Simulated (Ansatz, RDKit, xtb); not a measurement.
**Si3H6F2: which of the isomers drawn lies lowest?**

A sample of isomers of Si3H6F2 is drawn. Aim: find which of them has the lowest free energy at 298.15 K, then its properties. The sample is small against all isomers, and the most stable one of this formula need not be in it.

The funnel: GFN2-xTB relaxations, single points with a density functional, relaxations at B3LYP/def2-SVP, harmonic vibrations (at GFN2-xTB), and a last energy at a higher level. All values are calculated.

## 1. Candidates

Isomers were taken from a list of plausible structures; this is a sample, not all of them. That gives 4 candidates.

```
label                   SMILES     spin
 c291    F[SiH](F)[SiH2][SiH3]  singlet
 c441  F[SiH2][Si@@H](F)[SiH3]  singlet
 c780   F[Si](F)([SiH3])[SiH3]  singlet
 c872     F[SiH2][SiH2][SiH2]F  singlet
```

Candidates are built by distance geometry, with a force field where one applies, in up to four conformers (letters a to d).

Q: Predict the outcome of this search (final energies at CCSD(T)/def2-SVP + MP2/def2-TZVPP - MP2/def2-SVP).

| quantity | value |
| --- | --- |
| lowest structure found | F[SiH](F)[SiH2][SiH3], singlet |
| next finalist | F[Si](F)([SiH3])[SiH3], singlet, 4.0 kcal/mol higher in G |
| share at equilibrium, among the finalists | 99.9 % |

`F[SiH](F)[SiH2][SiH3]` comes out lowest. The margin of 4.0 kcal/mol over the next finalist is beyond the usual error of the last level; it says nothing of structures that weren't ranked. HF/STO-3G, r2SCAN-D4/def2-SVP, B3LYP/def2-SVP, HF/def2-SVP and MP2/def2-SVP already put its bonding pattern lowest among the structures in one piece; GFN2-xTB favours the singlet F[SiH2][Si@@H](F)[SiH3] (c441a, not a finalist). 2 minima inside the window were never screened. Lowest found is not proven lowest: the search is finite, and each finalist counts with one conformer. Only 4 drawn patterns were tried, so whole families of isomers are missing, and the result ranks this sample alone.
